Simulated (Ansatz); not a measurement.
This script for Ansatz 0.2.0, Python API starts 5 runs on Al, space group Fm-3m. What input does the engine get in each?

Script `run_kconv.py`:
```python
from dataclasses import dataclass
import warnings

import ansatz as az
import pandas as pd


@dataclass
class RunConfig:
    functional: str = 'pbe'
    smearing: str = 'fermi_dirac'
    sigma: float = 0.15


opts = RunConfig()

warnings.simplefilter('ignore', az.DeckWarning)

xtal = (
    az.Lattice.of((0.0, 2.024805, 2.024805), (2.024805, 0.0, 2.024805), (2.024805, 2.024805, 0.0))
    .atom('Al', (0.0, 0.0, 0.0))
)

base = (
    xtal.calculation()
    .functional(opts.functional)
    .pseudopotentials('paw')
    .occupations(opts.smearing, width=opts.sigma)
    .stress()
)

rows = []
for value in [0.9, 0.7, 0.55, 0.45, 0.35]:
    report = base.kpoints(spacing=value).run(threads=1).report
    rows.append((value, report['free_energy_ev'] / len(report['lattice']['sites']), report['n_iterations'], sum(report['stress_gpa'][i][i] for i in range(3)) / 3, report['n_kpoints']))

table = pd.DataFrame(rows, columns=['spacing (1/A)', 'F/atom (eV)', 'iterations', 'P (GPa)', 'k-points'])
print(table.round(5).to_string(index=False))

for row in rows[:-1]:
    shift = 1000 * (row[1] - rows[-1][1])
    print(f'{row[0]}: {shift:+.2f} meV/atom' + ('  (within 2 meV)' if abs(shift) < 2 else ''))
```

Run 1:
```yaml
crystal:
  lattice:
    - [0.0, 2.024805, 2.024805]
    - [2.024805, 0.0, 2.024805]
    - [2.024805, 2.024805, 0.0]
  atoms:
    - { symbol: Al, position: [0.0, 0.0, 0.0] }
kpoints:
  mp_grid:
    kspacing: 0.9
hamiltonian:
  xc: pbe
  pseudopotentials:
    kind: paw
scf:
  occupations:
    method: fermi_dirac
    width: 0.15
output:
  stress: true
```

Run 2, against run 1:
```diff
-    kspacing: 0.9
+    kspacing: 0.7
```

Run 3, against run 1:
```diff
-    kspacing: 0.9
+    kspacing: 0.55
```

Run 4, against run 1:
```diff
-    kspacing: 0.9
+    kspacing: 0.45
```

Run 5, against run 1:
```diff
-    kspacing: 0.9
+    kspacing: 0.35
```

```console
$ python run_kconv.py
 spacing (1/A)  F/atom (eV)  iterations  P (GPa)  k-points
          0.90   -536.97081           6 -1.71177         4
          0.70   -537.26642           6  0.45851         8
          0.55   -537.47827           6  0.90437        10
          0.45   -537.58072           6 -0.18450        16
          0.35   -537.51179           6 -0.38128        29
0.9: +540.97 meV/atom
0.7: +245.37 meV/atom
0.55: +33.52 meV/atom
0.45: -68.94 meV/atom
```

A Fermi-Dirac width this large means warm electrons, whose thermal share enters the free energy. Pressure is positive in compression. Shifts are counted from the finest mesh, which is itself no proven limit. Timing: 1.9 s on 1 thread of Intel(R) Xeon(R) Processor @ 2.30GHz, with other jobs on the host, peak memory 0.48 GiB.
